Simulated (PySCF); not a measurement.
**From one method to the next for BeO**

What do other methods print for BeO?

Program: PySCF 2.14.0. Level of theory: method and basis as typed in the scripts. These are calculated values, not measurements.

7 further runs of the same task are left out: 7 that didn't finish.

### 1 The starting structure

BeO: 2 atoms, charge 0, spin multiplicity 1.

Bond lengths: Be1–O2 1.451 Å.

### 2 Base script

File input.py:

```python
from pyscf import gto, scf, tdscf

mol = gto.M(
    atom='Be 0 0 0; O 0 0 1.451',
    basis='lanl2dz',
    charge=0,
    spin=0,
    symmetry=True,
    verbose=3,
)
mf = scf.RHF(mol)
mf.kernel()
td = tdscf.TDHF(mf)
td.nstates = 8
td.kernel()
td.analyze()
mf.dip_moment()
print('orbital energies (hartree):', mf.mo_energy[..., max(0, mol.nelec[1]-3):mol.nelec[0]+3].round(4))
```

Run with:

```sh
OMP_NUM_THREADS=1 python input.py
```

### 3 MP2

Edit 1 changes step after the SCF: tddft → mp2; frozen orbitals: none → 1.

Edit input.py of step 2 so:

```diff
@@ -1,2 +1,2 @@
-from pyscf import gto, scf, tdscf
+from pyscf import gto, scf, mp
 
@@ -12,6 +12,3 @@
 mf.kernel()
-td = tdscf.TDHF(mf)
-td.nstates = 8
-td.kernel()
-td.analyze()
+mp.MP2(mf, frozen=1).kernel()
 mf.dip_moment()
```

### 4 Wb97 (RKS)

Edit 2 changes functional: none (Hartree–Fock) → wb97; SCF type: RHF → RKS; step after the SCF: tddft → analyze.

File input.py:

```python
from pyscf import gto, dft

mol = gto.M(
    atom='Be 0 0 0; O 0 0 1.451',
    basis='lanl2dz',
    charge=0,
    spin=0,
    symmetry=True,
    verbose=3,
)
mf = dft.RKS(mol, xc='wb97')
mf.kernel()
mf.analyze()
print('orbital energies (hartree):', mf.mo_energy[..., max(0, mol.nelec[1]-3):mol.nelec[0]+3].round(4))
```

### 5 EOM-EE

Edit 3 changes step after the SCF: tddft → eomee; frozen orbitals: none → 1; number of roots: 8 → 5.

Edit input.py of step 2 so:

```diff
@@ -1,2 +1,2 @@
-from pyscf import gto, scf, tdscf
+from pyscf import gto, scf, cc
 
@@ -12,6 +12,6 @@
 mf.kernel()
-td = tdscf.TDHF(mf)
-td.nstates = 8
-td.kernel()
-td.analyze()
+mycc = cc.CCSD(mf, frozen=1)
+mycc.kernel()
+e = mycc.eeccsd(nroots=5)[0]
+print('roots (eV) =', (e*27.211386).round(3))
 mf.dip_moment()
```

### 6 Camb3lyp (RKS)

Edit 4 changes functional: none (Hartree–Fock) → camb3lyp; SCF type: RHF → RKS; step after the SCF: tddft → analyze.

File input.py:

```python
from pyscf import gto, dft

mol = gto.M(
    atom='Be 0 0 0; O 0 0 1.451',
    basis='lanl2dz',
    charge=0,
    spin=0,
    symmetry=True,
    verbose=3,
)
mf = dft.RKS(mol, xc='camb3lyp')
mf.kernel()
mf.analyze()
print('orbital energies (hartree):', mf.mo_energy[..., max(0, mol.nelec[1]-3):mol.nelec[0]+3].round(4))
```

### 7 O3lyp (RKS)

Edit 5 changes functional: none (Hartree–Fock) → o3lyp; SCF type: RHF → RKS; step after the SCF: tddft → analyze.

File input.py:

```python
from pyscf import gto, dft

mol = gto.M(
    atom='Be 0 0 0; O 0 0 1.451',
    basis='lanl2dz',
    charge=0,
    spin=0,
    symmetry=True,
    verbose=3,
)
mf = dft.RKS(mol, xc='o3lyp')
mf.kernel()
mf.analyze()
print('orbital energies (hartree):', mf.mo_energy[..., max(0, mol.nelec[1]-3):mol.nelec[0]+3].round(4))
```

### 8 Polarisability

Edit 6 changes step after the SCF: tddft → polarizability.

Edit input.py of step 2 so:

```diff
@@ -1,2 +1,3 @@
-from pyscf import gto, scf, tdscf
+from pyscf import gto, scf
+from pyscf.prop.polarizability import rhf as pol
 
@@ -12,6 +13,4 @@
 mf.kernel()
-td = tdscf.TDHF(mf)
-td.nstates = 8
-td.kernel()
-td.analyze()
+print('polarizability (a.u.)')
+print(pol.Polarizability(mf).polarizability().round(4))
 mf.dip_moment()
```

What does the calculation give? Wanted: for each run, E(SCF); from base; gap; SCF dipole; after the SCF.

**Answer**, as computed:

```tsv
run	E(SCF) (hartree)	from base (eV)	gap (eV)	SCF dipole (D)	after the SCF
base	-89.384225	0	8.46	7.76	lowest root found 1.83 eV
MP2	-89.384225	0.0000	8.46	7.76	MP2 correlation -5.258 eV, core frozen
wb97 (RKS)	-89.855960	not comparable	7.66	6.66	n/a
EOM-EE	-89.384225	0.0000	8.46	7.76	CCSD correlation -4.861 eV, core frozen, first root 0.61 eV
camb3lyp (RKS)	-89.841159	not comparable	5.19	6.34	n/a
o3lyp (RKS)	-89.861289	not comparable	1.89	5.85	n/a
polarisability	-89.384225	0.0000	8.46	7.76	mean α 21.5 bohr³
```

Total energies of different functionals can't be compared with each other; differences within one functional can.
